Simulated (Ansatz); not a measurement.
# SbSi: vertical and adiabatic energies of changing the electron count

Aim: vertical and adiabatic energies of changing the electron count, for SbSi, run from a script.

All numbers are computed with the Python package of Ansatz 0.2.0. Level of theory: PBE0+D4/def2-SVP.

### 1 Starting point

Bond lengths: Si1–Sb2 2.480 Å.

No structure file is read: the coordinates are typed or built in the script.

### 2 Script

The input, adiabatic_sbsi.py:

```python
from dataclasses import dataclass
import itertools

import ansatz
from ase.data import atomic_numbers, covalent_radii
import numpy as np


@dataclass
class Options:
    basis_set: str = "def2-SVP"
    xc: str = "pbe0"
    dispersion: str = "d4"
    charge: int = 1


cfg = Options()

geometry_ang = [
    ("Si", (0.0, 0.0, 0.0)),
    ("Sb", (0.0, 0.0, 2.48)),
]
mol = ansatz.Crystal.molecule()
for symbol, xyz in geometry_ang:
    mol = mol.atom(symbol, xyz)

calculation = (
    mol.calculation()
    .basis(gaussian=cfg.basis_set)
    .functional(cfg.xc, dispersion=cfg.dispersion)
    .spin("collinear", total=1)
)
symbols = [site.symbol for site in mol.cartesian_sites]
start = np.array([site.position_ang for site in mol.cartesian_sites], dtype=float)
rep = calculation.relax(force_tolerance=0.01).run(threads=1).report
end = np.array(rep["positions_ang"])

minimum = ansatz.Crystal.molecule()
for symbol, place in zip(symbols, end):
    minimum = minimum.atom(symbol, place.tolist())
ion = (
    minimum.calculation()
    .basis(gaussian=cfg.basis_set)
    .functional(cfg.xc, dispersion=cfg.dispersion)
    .charge(cfg.charge)
)
vertical = ion.run(threads=1).report
settled = ion.relax(force_tolerance=0.01, max_steps=80).run(threads=1).report
print(f"vertical ionisation energy   {vertical['free_energy_ev'] - rep['free_energy_ev']:.3f} eV")
print(f"adiabatic, no zero point     {settled['free_energy_ev'] - rep['free_energy_ev']:.3f} eV")
print(f"relaxation energy of the ion {vertical['free_energy_ev'] - settled['free_energy_ev']:.3f} eV")
ionised = np.array(settled["positions_ang"])
radius = [covalent_radii[atomic_numbers[s]] for s in symbols]
span = lambda where, i, j: np.linalg.norm(where[i] - where[j])
bonded = [(i, j) for i, j in itertools.combinations(range(len(symbols)), 2) if min(span(end, i, j), span(ionised, i, j)) < 1.2 * (radius[i] + radius[j])]
print("pair        before    after (A)")
for i, j in bonded:
    print(f"{symbols[i]}{i}-{symbols[j]}{j}".ljust(10), f"{span(end, i, j):8.4f} {span(ionised, i, j):8.4f}")
```

### 3 Running it

On the command line:

```sh
$ python adiabatic_sbsi.py
```

Log:

```text
vertical ionisation energy   9.110 eV
adiabatic, no zero point     8.935 eV
relaxation energy of the ion 0.174 eV
pair        before    after (A)
Si0-Sb1      2.3839   2.5502
```

Wall time 25 s (1 thread of Arm Neoverse V1, shared host); peak memory 0.2 GiB.

### 4 What each run gave

The 3 runs, in the order started:

```
run   kind of run           system  unpaired or total moment  energy (eV)  <S²>  SCF cycles in all  CPU time (s)
  1    relaxation             SbSi                         1  -14407.6727  0.76                120            15
  2  single point  SbSi, charge +1                   not set  -14398.5631  0.00                 46           2.2
  3    relaxation  SbSi, charge +1                   not set  -14398.7373  0.00                 92           7.4
```

Totals carry meaning only in balanced differences at one level of theory.

### 5 How the relaxation of run 1 went

The steps of the relaxation:

| step | energy from step 1 (eV) | largest force component (eV/Å) |
| --- | --- | --- |
| 1 | 0.0000 | 1.2110 |
| 2 | -0.0061 | 1.4562 |
| 3 | -0.0618 | 0.1140 |
| 4 | -0.0622 | 0.0018 |

Step 1 is the start.

Before: Bond lengths: Si1–Sb2 2.480 Å.

After: Bond lengths: Si1–Sb2 2.384 Å.

### 6 Path of the relaxation of run 3

Step by step:

| step | energy from step 1 (eV) | largest force component (eV/Å) |
| --- | --- | --- |
| 1 | 0.0000 | 2.3156 |
| 2 | -0.1495 | 0.6602 |
| 3 | -0.1738 | 0.0810 |
| 4 | -0.1741 | 0.0071 |

Step 1 is the start.

Before: Bond lengths: Si1–Sb2 2.384 Å.

After: Bond lengths: Si1–Sb2 2.550 Å.

### 7 Outcome

```
                                  quantity     value
                vertical ionisation energy  9.110 eV
adiabatic ionisation energy, no zero point  8.935 eV
                             runs compared         3
```

The ionisation energy is a difference of two total energies at the neutral geometry; letting the ion relax lowers it by 0.17 eV. Run 1: The relaxation took 3 moves; the largest shift is 0.048 Å. Run 3: The relaxation took 3 moves; the largest shift is 0.083 Å. What to keep in mind:
- The energies are electronic: no zero-point or thermal terms, and the basis set is short of its limit. The product may relax into another structure. The relaxation finds the nearest minimum, so the adiabatic value is an upper bound.
- def2 sets replace the cores of elements past krypton by effective core potentials.
- The species is open-shell (spin multiplicity 2).
- Only the spin states typed were run; another state of an ion can lie lower, by up to an eV or two.
- The spin state was assumed, and another may lie lower.
